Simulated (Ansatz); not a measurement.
# GaB (P4/mmm) in Ansatz: settings compared

The runs below take GaB through relaxation of cell and atoms, with PBEsol, PBEsol+D3(BJ).

All numbers are computed with Ansatz 0.2.0; they aren't measurements. Logs are shortened: lines on timing, memory, paths and dates and some standing lists are left out, and cuts for length are marked.

## 1. Starting point

It takes space group P4/mmm (No. 123, tetragonal). The conventional cell has a = 2.718 Å, b = 2.718 Å, c = 3.236 Å, α = 90.00°, β = 90.00°, γ = 90.00°. Ga (site symmetry 4/mmm) has 8 B at 2.51 Å and 4 Ga at 2.72 Å as nearest neighbours. Around B (site symmetry 4/mmm) lie 8 Ga at 2.51 Å and 4 B at 2.72 Å.

The cell was built by a generator and needn't be a form met in nature.

## 2. Relaxation of cell and atoms, PBEsol

input.yaml reads:

```yaml
crystal:
  lattice:
    - [2.71824, 0.0, 0.0]
    - [0.0, 2.71824, 0.0]
    - [0.0, 0.0, 3.23621]
  atoms:
    - { symbol: Ga, position: [0.5, 0.5, 0.5] }
    - { symbol: B, position: [0.0, 0.0, 0.0] }
hamiltonian:
  xc: pbesol
  pseudopotentials: { kind: paw }
kpoints:
  mp_grid: { grid: [10, 10, 8] }
scf:
  occupations: { method: fermi_dirac, width: 0.05 }
output:
  forces: true
  stress: true
  eigenvalues: true
  write_density: true
  write_potential: true
  elf: true
  volumetric_format: npy
relax:
  f_tol: 0.01
  max_steps: 40
  cell: { stress_tol: 0.05 }
```

Potentials or basis: Ansatz PAW.

The run is started by

```sh
ansatz run input.yaml --threads 2 --pin off --max-ram 5632MiB --backend cpu --events-out ev --progress --plain --runs-dir out
```

Log:

```text
Warning: RAYON_NUM_THREADS=2 ignored (pool sized by the plan → 2); use --threads N
Engine: ansatz 0.2.0, aarch64-unknown-linux-gnu
Pseudopotentials: kind: paw
Pseudopotential: Ga, paw, valence charge 13, recommended cutoff 420 eV (normal), Ga.paw.azcp
Pseudopotential: B, paw, valence charge 3, recommended cutoff 420 eV (normal), B.paw.azcp
Functional definition: PBEsol
  exchange = pbesol_x
  correlation = pbesol_c
Crystal: 2 atoms, lattice volume = 23.912 Å³
Basis set: ecut = 420 eV, 471 PW (Γ), exchange–correlation on 40×40×48 points (8 copies of the dense FFT grid, shifted against one another)
Bands: 12, of which v1, the nominal top of the filled ones, is band 8 counted from 1 (7 counted from 0)
Symmetry: 16 space group operations
Space group: P4/mmm (ITA 123), of the structure as read, at distance tolerance 2.9e-5 Å
k-points: 105 of 800
Non-local potential: Ga, projectors of the file, l = 0: 2, l = 1: 2, l = 2: 3, l = 3: 1
Non-local potential: B, projectors of the file, l = 0: 2, l = 1: 2, l = 2: 1
PAW form: soft (Blöchl's): semilocal exchange-correlation on the pseudo side does not see the compensation charge
PAW frozen core: Ga, regenerated for the run's functional, and the local potential with it (the file was generated under x = pbe(κ = 0.804, μ = 0.2195149727645171), c = pbe(β = 0.06672455060314922))
PAW frozen core: B, regenerated for the run's functional, and the local potential with it (the file was generated under x = pbe(κ = 0.804, μ = 0.2195149727645171), c = pbe(β = 0.06672455060314922))
PAW one-centre angular grid: Ga, 590 points (default); XC on 64 Gauss nodes
PAW one-centre angular grid: B, 110 points (default); XC on 64 Gauss nodes
Initial density: superposition of atomic densities (neutral atoms: chi_scale 0, normalization atom), corrected by the library's trained network
Initial wavefunctions: pseudopotential atomic-orbital guess
Functional: x = pbesol(κ = 0.804, μ = 0.12345679012345678), c = pbesol(β = 0.046)
SCF iter   1: F=—  HF=-3893.496861 eV  |F-HF|=—  |Δ(HF+E_count)|=         —  Δρ=7.82e-3  dr2=1.39e-2  ethr=1.77e-3  ⟨swp⟩=5.0  Hψ=6556  notcnv=0
preconditioner: auto → none  [metal: Δε(μ)=0.035 eV  Ē_g=16.545 eV  σ=0.050 eV  W_gap=0.17  n_scr=6 (ndim 8)  ℏωp=30.4 eV  f_vac=0.000  D(μ)=0.69/eV (n_scr^D=2)  sad-step TF]
SCF iter   2: F=—  HF=-3893.493306 eV  |F-HF|=—  |Δ(HF+E_count)|=   3.56e-3  Δρ=4.11e-3  dr2=4.10e-3  ethr=8.66e-5  ⟨swp⟩=1.2  Hψ=2122  notcnv=0
SCF iter   3: F=—  HF=-3893.492037 eV  |F-HF|=—  |Δ(HF+E_count)|=   1.27e-3  Δρ=4.83e-4  dr2=4.42e-5  ethr=2.57e-5  ⟨swp⟩=2.0  Hψ=1851  notcnv=0
SCF iter   4: F=—  HF=-3893.491997 eV  |F-HF|=—  |Δ(HF+E_count)|=   4.02e-5  Δρ=2.71e-4  dr2=1.17e-5  ethr=2.76e-7  ⟨swp⟩=2.0  Hψ=2083  notcnv=0  defer=1
SCF iter   5: F=—  HF=-3893.491995 eV  |F-HF|=—  |Δ(HF+E_count)|=   1.64e-6  Δρ=7.02e-5  dr2=4.25e-7  ethr=7.33e-8  ⟨swp⟩=2.0  Hψ=2065  notcnv=0
SCF iter   6: F=-3893.491995 eV  HF=-3893.491995 eV  |F-HF|=2.95e-9  |Δ(HF+E_count)|=   1.71e-8  Δρ=8.40e-6  dr2=1.09e-8  ethr=6.25e-10  ⟨swp⟩=8.3  Hψ=8114  notcnv=0
SCF 1 converged in 6 iterations: F = -3893.491995 eV  dr2 = 1.09e-8
relax step   1: F+E_penalty+E_count = -3893.49199512 eV  Δ(F+E_penalty+E_count) = +0.000e0 eV  max|allowed force component| = 1.948e-30 eV/Å  Δτ_max = 0.0000 Å  P = -4.240 GPa  Ω = 23.912 Å³  (6 SCF iters, dr2 threshold 1.00e-7 eV, accepted)
Crystal: 2 atoms, lattice volume = 23.069 Å³
Basis set: ecut = 420 eV, 463 PW (Γ), exchange–correlation on 40×40×48 points (8 copies of the dense FFT grid, shifted against one another)
Initial density: handed on by an earlier stage of this run
Initial wavefunctions: those handed on with the density
iter 1 solved again at ethr=1.71e-5 eV; its pass at ethr=3.10e-3 eV (dr2=2.74e-3 eV) is discarded
SCF iter   1: F=—  HF=-3893.506000 eV  |F-HF|=—  |Δ(HF+E_count)|=         —  Δρ=2.69e-3  dr2=2.76e-3  ethr=1.71e-5  ⟨swp⟩=1.1  Hψ=8352  notcnv=0
preconditioner: auto → none  [metal: Δε(μ)=0.048 eV  Ē_g=16.694 eV  σ=0.050 eV  W_gap=0.23  n_scr=6 (ndim 8)  ℏωp=30.9 eV  f_vac=0.000  D(μ)=0.62/eV (n_scr^D=2)]
SCF iter   2: F=—  HF=-3893.505112 eV  |F-HF|=—  |Δ(HF+E_count)|=   8.88e-4  Δρ=7.37e-4  dr2=1.13e-4  ethr=1.71e-5  ⟨swp⟩=2.4  Hψ=2096  notcnv=0
SCF iter   3: F=—  HF=-3893.505062 eV  |F-HF|=—  |Δ(HF+E_count)|=   4.99e-5  Δρ=2.43e-4  dr2=1.04e-5  ethr=7.04e-7  ⟨swp⟩=2.0  Hψ=2086  notcnv=0
SCF iter   4: F=—  HF=-3893.505063 eV  |F-HF|=—  |Δ(HF+E_count)|=   9.99e-7  Δρ=1.10e-4  dr2=1.11e-6  ethr=6.52e-8  ⟨swp⟩=2.2  Hψ=2037  notcnv=0
SCF iter   5: F=-3893.505064 eV  HF=-3893.505064 eV  |F-HF|=3.99e-8  |Δ(HF+E_count)|=   1.13e-6  Δρ=1.63e-5  dr2=2.07e-8  ethr=1.25e-9  ⟨swp⟩=8.2  Hψ=8364  notcnv=0
SCF 2 converged in 5 iterations: F = -3893.505064 eV  dr2 = 2.07e-8
  Residual-converged pass: ⟨swp⟩=1.0  Hψ=1685  notcnv=0  max |occ|·‖R‖ = 7.1e-9 eV (tolerance 1.0e-8 eV)  dr2=2.07e-8  dr2_onsite=7.09e-8  max |Δocc| = 4.3e-10
relax step   2: F+E_penalty+E_count = -3893.50506446 eV  Δ(F+E_penalty+E_count) = -1.307e-2 eV  max|allowed force component| = 5.049e-29 eV/Å  Δτ_max = 0.0000 Å  P = -0.421 GPa  Ω = 23.069 Å³  energy of the carried Pulay correction = +6.159e-4 eV  (5 SCF iters, dr2 threshold 2.00e-7 eV, accepted)
[... 39 lines left out ...]
basis re-selected at this cell: Δ(F+E_penalty+E_count) = +6.407e-4 eV, ΔP = -0.024 GPa vs the last step (what re-selecting the basis moved, of the pressure what is left beyond the Pulay correction that the steps carried, after the strain that the cell walked since its last selection, with what the two solves' SCF thresholds leave and, on support functions, any second-order correction that the steps lacked; it is no measure of the basis error at this ecutwfc). The dense FFT grid was sized anew with the basis: this SCF ran on 18×18×24 points, the steps before it on 20×20×24, so part of this shift can come from that change (see relax.cell in the input reference). This SCF's stress stands 5.38e-2 GPa from its target on what of the cell is left free (relax.cell.stress_tol is 5.00e-2 GPa) and its largest allowed force component is 1.91e-29 eV/Å (relax.f_tol is 1.00e-2 eV/Å): not within both, so this SCF does not close the relaxation
Crystal: 2 atoms, lattice volume = 22.912 Å³
iter 1 solved again at ethr=1.37e-9 eV; its pass at ethr=3.10e-3 eV (dr2=2.20e-7 eV) is discarded
SCF iter   1: F=—  HF=-3893.505612 eV  |F-HF|=—  |Δ(HF+E_count)|=         —  Δρ=3.71e-5  dr2=1.97e-7  ethr=1.37e-9  ⟨swp⟩=2.2  Hψ=8054  notcnv=0
preconditioner: auto → none  [metal: Δε(μ)=0.062 eV  Ē_g=16.795 eV  σ=0.050 eV  W_gap=0.30  n_scr=6 (ndim 8)  ℏωp=31.0 eV  f_vac=0.000  D(μ)=0.61/eV (n_scr^D=2)]
SCF iter   2: F=—  HF=-3893.505613 eV  |F-HF|=—  |Δ(HF+E_count)|=   1.01e-6  Δρ=1.76e-5  dr2=3.50e-8  ethr=1.23e-9  ⟨swp⟩=2.0  Hψ=1977  notcnv=0
SCF iter   3: F=-3893.505613 eV  HF=-3893.505613 eV  |F-HF|=1.01e-8  |Δ(HF+E_count)|=   3.32e-9  Δρ=5.16e-6  dr2=6.43e-9  ethr=4.53e-11  ⟨swp⟩=6.1  Hψ=5858  notcnv=0
SCF 7 converged in 3 iterations: F = -3893.505613 eV  dr2 = 6.43e-9
relax step   7: F+E_penalty+E_count = -3893.50561334 eV  Δ(F+E_penalty+E_count) = -7.846e-6 eV  max|allowed force component| = 9.289e-29 eV/Å  Δτ_max = 0.0000 Å  P = -0.005 GPa  Ω = 22.912 Å³  energy of the carried Pulay correction = +4.715e-6 eV  (3 SCF iters, dr2 threshold 7.24e-9 eV, accepted)
iter 1 solved again at ethr=1.12e-7 eV; its pass at ethr=3.10e-3 eV (dr2=1.80e-5 eV) is discarded
SCF iter   1: F=—  HF=-3893.505607 eV  |F-HF|=—  |Δ(HF+E_count)|=         —  Δρ=5.57e-6  dr2=7.19e-9  ethr=1.12e-7  ⟨swp⟩=2.7  Hψ=9674  notcnv=0
SCF iter   2: F=—  HF=-3893.505609 eV  |F-HF|=—  |Δ(HF+E_count)|=   1.88e-6  Δρ=2.58e-6  dr2=1.14e-9  ethr=4.49e-11  ⟨swp⟩=2.1  Hψ=2128  notcnv=0
SCF iter   3: F=—  HF=-3893.505609 eV  |F-HF|=—  |Δ(HF+E_count)|=  4.09e-10  Δρ=1.16e-6  dr2=1.36e-10  ethr=7.11e-12  ⟨swp⟩=2.0  Hψ=2076  notcnv=0
SCF iter   4: F=-3893.505609 eV  HF=-3893.505609 eV  |F-HF|=5.00e-12  |Δ(HF+E_count)|=  3.05e-11  Δρ=1.24e-7  dr2=2.85e-12  ethr=1.00e-12  ⟨swp⟩=5.0  Hψ=4894  notcnv=0
SCF 8 converged in 4 iterations: F = -3893.505609 eV  dr2 = 2.85e-12
relax step   8: F+E_penalty+E_count = -3893.50560886 eV  Δ(F+E_penalty+E_count) = +4.483e-6 eV  max|allowed force component| = 9.168e-29 eV/Å  Δτ_max = 0.0000 Å  P = -0.005 GPa  Ω = 22.912 Å³  stress off target by 5.67e-3 GPa  SCF on the basis re-selected at this cell (its energy is not comparable with the rows above)  (4 SCF iters)
basis re-selected at this cell: Δ(F+E_penalty+E_count) = +4.483e-6 eV, ΔP = +0.000 GPa vs the last step (what re-selecting the basis moved, of the pressure what is left beyond the Pulay correction that the steps carried, after the strain that the cell walked since its last selection, with what the two solves' SCF thresholds leave and, on support functions, any second-order correction that the steps lacked; it is no measure of the basis error at this ecutwfc). This SCF's stress stands 5.67e-3 GPa from its target on what of the cell is left free (relax.cell.stress_tol is 5.00e-2 GPa) and its largest allowed force component is 9.17e-29 eV/Å (relax.f_tol is 1.00e-2 eV/Å): within both
SCF converged after 4 iterations
Free energy (F): -3893.505609 eV
Harris-Foulkes:  -3893.505609 eV  (|F-HF|=5.00e-12)
Internal energy: -3893.500383 eV  (E = F + TS)
E sigma→0 (E₀):  -3893.502996 eV
Entropy (-TS):   -0.005226 eV (-2.613 meV/atom)
Fermi energy:    11.662418 eV
--- Per-component energies (eV) ---
  E_band       = 4.915601
  E_kinetic    = 157.746933
  E_local      = -1791.292846  (includes V_loc(G=0)·N_el)
  E_nonlocal   = 439.862574
  E_hartree    = 853.661809
  E_xc         = -99.522754
  E_vxc        = -94.949404  (∫ρ·V_xc dr)
  E_paw        = -2024.759579  (= ΣΔE_a)
  E_vpaw       = -413.775152  (= ΣTr[D̂ρ^β])
  E_aug_tail   = -0.000113  (compensation charges beyond the density's cutoff)
  E_ewald      = -1430.074095
  E_core_change = 0.877689  (= ΣΔE_core)
  E_smearing   = -0.005226  (= −TS)
  E_closure    = -0.000000  (closes the sum)
  Σ components = -3893.505609   (vs F -3893.505609, Δ=0.00e0)
--- Forces (eV/Å), atoms counted from 1 ---
  atom   1  Ga     0.00000000     0.00000000     0.00000000
  atom   2  B     -0.00000000     0.00000000     0.00000000
  max |Σ_I F_I| component: 1.61e-28 eV/Å
--- Stress (GPa, compression-positive) ---
       -0.004022       0.000000       0.000000
        0.000000      -0.004022       0.000000
        0.000000       0.000000      -0.005666
  P = ⅓ Tr σ = -0.0046 GPa (-0.046 kbar)
--- Band table (eV; the first three rows and the last of 105) ---
  k-point 0: bands = ["-3.7051", "-3.5274", "-3.1675", "-3.1675", "-3.1139", "-2.0677", "9.7292", "13.5902", "14.5489", "14.5489", "21.2573", "21.4383"]
  k-point 1: bands = ["-3.7029", "-3.5166", "-3.1748", "-3.1748", "-3.1135", "-1.8482", "8.0975", "14.7319", "14.7319", "15.3465", "21.5158", "21.6307"]
  k-point 2: bands = ["-3.6979", "-3.4935", "-3.1926", "-3.1926", "-3.1125", "-1.1872", "5.6322", "15.2371", "15.2371", "17.8769", "22.2091", "22.3070"]
  k-point 104: bands = ["-3.6445", "-3.4907", "-3.4907", "-3.0724", "-2.9439", "9.9077", "10.2680", "10.2680", "11.2769", "11.6898", "11.6898", "13.2173"]
--- Relaxed structure (6 steps of the walk, 6 accepted, 2 SCFs on fresh bases) ---
  F+E_penalty+E_count = -3893.50560886 eV   max|allowed force component| = 9.168e-29 eV/Å   (the final SCF, on the basis selected at the relaxed cell)
  cell:  # Å, volume = 22.9115 Å³
    - [2.669502906493863, -1.078932998896516e-34, 0.0]
    - [-1.078932998896516e-34, 2.669502906493863, 0.0]
    - [0.0, 0.0, 3.215088419063134]
  atoms:
    - { symbol: Ga, position: [0.5, 0.5, 0.5000000000000001] }
    - { symbol: B, position: [7.202834888492561e-35, 8.85651167845387e-36, 0.0] }
```

It took 7 s on 2 threads of Arm Neoverse V2, shared host; peak memory 0.32 GiB.

Results:

* Free energy: -3893.5056 eV
* Relaxed volume: 11.46 Å³/atom
* Relaxed cell: a = 2.670 Å, b = 2.670 Å, c = 3.215 Å, α = 90.00°, β = 90.00°, γ = 90.00°
* Space group after relaxing (to 0.05 Å): P4/mmm (No. 123)
* Energy gained by relaxing: 6.8 meV/atom
* Ionic steps: 8
* Pressure after relaxing: 0.0 GPa
* Band gap on the k mesh: none (metal or under the smearing width)

Step by step:
```csv
step,energy change (eV),largest force (eV/Å),volume (Å³)
1,0.0000,0.0000,23.91
2,-0.0131,0.0000,23.07
3,-0.0141,0.0000,22.94
4,-0.0142,0.0000,22.90
5,-0.0143,0.0000,22.92
6,-0.0136,0.0000,22.92
7,-0.0136,0.0000,22.91
8,-0.0136,0.0000,22.91
```

Final structure:
```cif
data_structure
_symmetry_space_group_name_H-M 'P 1'
_symmetry_Int_Tables_number 1
_cell_length_a 2.6695
_cell_length_b 2.6695
_cell_length_c 3.2151
_cell_angle_alpha 90.000
_cell_angle_beta 90.000
_cell_angle_gamma 90.000
_cell_volume 22.91
loop_
_atom_site_label
_atom_site_type_symbol
_atom_site_fract_x
_atom_site_fract_y
_atom_site_fract_z
_atom_site_occupancy
Ga1 Ga 0.50000 0.50000 0.50000 1
B1 B 0.00000 0.00000 0.00000 1
```

Levels at points of the mesh, in eV from the Fermi level:
```tsv
k point	band 5	band 6	band 7	band 8	band 9	band 10	band 11	band 12
(0.00, 0.00, 0.00)	-14.78	-13.73	-1.93	1.93	2.89	2.89	9.59	9.78
(0.00, 0.00, -0.50)	-14.77	-10.30	-10.15	4.57	4.57	8.42	9.95	9.95
(0.00, -0.50, 0.00)	-14.81	-8.82	-8.44	1.89	5.38	5.53	5.59	5.65
(0.00, -0.50, -0.50)	-14.72	-5.74	-5.59	-5.03	-4.29	5.77	10.58	12.44
(-0.50, -0.50, 0.00)	-14.61	-4.64	-4.64	-3.35	-1.81	3.34	7.73	7.73
(-0.50, -0.50, -0.50)	-14.61	-1.75	-1.39	-1.39	-0.39	0.03	0.03	1.55
```

Caveat: the plane-wave basis is chosen anew once the cell has moved, so the energies of steps on either side of that aren't comparable; the PAW data sets come from PBE, with cores solved anew for the run's functional, which leaves a small shift of forces and pressure.

## 3. Relaxation of cell and atoms, PBEsol+D3(BJ)

Changes to input.yaml since step 2:

```diff
@@ -11,2 +11,3 @@
   pseudopotentials: { kind: paw }
+  dispersion: d3bj
 kpoints:
@@ -19,6 +20,2 @@
   eigenvalues: true
-  write_density: true
-  write_potential: true
-  elf: true
-  volumetric_format: npy
 relax:
```

Potentials or basis: Ansatz PAW.

The run is started by

```sh
ansatz run input.yaml --threads 2 --pin off --max-ram 5632MiB --backend cpu --events-out ev --progress --plain --runs-dir out
```

Wall time 5.4 s (2 threads of Arm Neoverse V2, shared host); peak memory 0.32 GiB.

It converged, with:

```yaml
Free_energy: -3894.0297 eV
Relaxed_volume: 11.08 Å³/atom
Relaxed_cell: a = 2.631 Å, b = 2.631 Å, c = 3.202 Å, α = 90.00°, β = 90.00°, γ = 90.00°
Space_group_after_relaxing_to_0.05_Å: P4/mmm (No. 123)
Energy_gained_by_relaxing: 22.1 meV/atom
Ionic_steps: 6
Pressure_after_relaxing: 0.0 GPa
Band_gap_on_the_k_mesh: none (metal or under the smearing width)
```

The path:
```tsv
step	energy change (eV)	largest force (eV/Å)	volume (Å³)
1	0.0000	0.0000	23.91
2	-0.0414	0.0000	22.42
3	-0.0450	0.0000	22.20
4	-0.0452	0.0000	22.18
5	-0.0453	0.0000	22.16
6	-0.0442	0.0000	22.16
```

Final structure:
```cif
data_structure
_symmetry_space_group_name_H-M 'P 1'
_symmetry_Int_Tables_number 1
_cell_length_a 2.6309
_cell_length_b 2.6309
_cell_length_c 3.2021
_cell_angle_alpha 90.000
_cell_angle_beta 90.000
_cell_angle_gamma 90.000
_cell_volume 22.16
loop_
_atom_site_label
_atom_site_type_symbol
_atom_site_fract_x
_atom_site_fract_y
_atom_site_fract_z
_atom_site_occupancy
Ga1 Ga 0.50000 0.50000 0.50000 1
B1 B 0.00000 0.00000 0.00000 1
```

Levels at points of the mesh, in eV from the Fermi level:
| k point | band 5 | band 6 | band 7 | band 8 | band 9 | band 10 | band 11 | band 12 |
| --- | --- | --- | --- | --- | --- | --- | --- | --- |
| (0.00, 0.00, 0.00) | -14.82 | -14.06 | -2.19 | 1.87 | 3.03 | 3.03 | 10.00 | 10.01 |
| (0.00, 0.00, -0.50) | -14.82 | -10.59 | -10.44 | 4.72 | 4.72 | 8.73 | 10.26 | 10.26 |
| (0.00, -0.50, 0.00) | -14.85 | -9.01 | -8.59 | 1.81 | 5.47 | 5.59 | 5.60 | 5.72 |
| (0.00, -0.50, -0.50) | -14.76 | -5.97 | -5.82 | -5.07 | -4.32 | 5.98 | 10.81 | 12.84 |
| (-0.50, -0.50, 0.00) | -14.63 | -4.78 | -4.78 | -3.25 | -1.66 | 3.33 | 7.75 | 7.75 |
| (-0.50, -0.50, -0.50) | -14.63 | -1.63 | -1.49 | -1.49 | -0.40 | -0.04 | -0.04 | 1.58 |

Caveat: the plane-wave basis is chosen anew once the cell has moved, so the energies of steps on either side of that aren't comparable; pairwise dispersion overbinds metals, which lowers pressure and volume; the PAW data sets come from PBE, with cores solved anew for the run's functional, which leaves a small shift of forces and pressure.
